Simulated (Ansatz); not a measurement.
# Al2O3 (Corundum): the cost of one run

Method: DFT PBE, scalar-relativistic, plane waves, PAW, in Ansatz 0.2.0.

That is the level of the relaxation; later steps name their own.

1 further run of the same task is left out (set aside as unsound or not needed).

## 1. Starting point

It takes space group R-3c (No. 167, trigonal). Conventional cell: a = 4.809 Å, b = 4.809 Å, c = 13.123 Å, α = 90.00°, β = 90.00°, γ = 120.00°. Al (site symmetry 3) is surrounded by 6 O at 1.87 to 1.99 Å. O (site symmetry 2) is surrounded by 4 Al at 1.87 to 1.99 Å.

As a file:

```
Al O
1.0
     2.40435    1.38815    4.37450
    -2.40435    1.38815    4.37450
     0.00000   -2.77631    4.37450
Al O
4 6
Direct
  0.35215 0.35215 0.35215
  0.14785 0.14785 0.14785
  0.64785 0.64785 0.64785
  0.85215 0.85215 0.85215
  0.55617 0.94383 0.25000
  0.25000 0.55617 0.94383
  0.94383 0.25000 0.55617
  0.44383 0.05617 0.75000
  0.75000 0.44383 0.05617
  0.05617 0.75000 0.44383
```

It is the result of an earlier relaxation at this level (volume 8.76 Å³/atom; gap on the mesh: 5.85 eV).

## 2. Band edges over the whole zone

input.yaml

```yaml
crystal:
  lattice:
    - [2.404354703, 1.388154835, 4.3744984162]
    - [-2.404354703, 1.388154835, 4.3744984162]
    - [0.0, -2.77630967, 4.3744984161]
  atoms:
    - { symbol: Al, position: [0.3521453522, 0.3521453522, 0.3521453522] }
    - { symbol: Al, position: [0.1478546478, 0.1478546478, 0.1478546478] }
    - { symbol: Al, position: [0.6478546478, 0.6478546478, 0.6478546478] }
    - { symbol: Al, position: [0.8521453522, 0.8521453522, 0.8521453522] }
    - { symbol: O, position: [0.5561715154, 0.9438284846, 0.25] }
    - { symbol: O, position: [0.25, 0.5561715154, 0.9438284846] }
    - { symbol: O, position: [0.9438284846, 0.25, 0.5561715154] }
    - { symbol: O, position: [0.4438284846, 0.0561715154, 0.75] }
    - { symbol: O, position: [0.75, 0.4438284846, 0.0561715154] }
    - { symbol: O, position: [0.0561715154, 0.75, 0.4438284846] }
basis:
  ecutwfc: 420
kpoints:
  mp_grid: { grid: [6, 6, 6] }
  band_path: { path: [VBM, CBM], npoints: 2 }
hamiltonian:
  xc: pbe
scf:
  occupations: { method: gaussian, width: 0.02 }
output:
  forces: true
  stress: true
  eigenvalues: true
```

On the command line:

```
ansatz run input.yaml --threads 2 --pin off --max-ram 5120MiB --backend cpu --events-out ev --progress --plain --runs-dir out
```

Q: Estimate wall time and peak memory on 2 threads of Intel Xeon 6975P-C (Granite Rapids), shared host.

About 5.4 s, with a peak of 0.43 GiB.
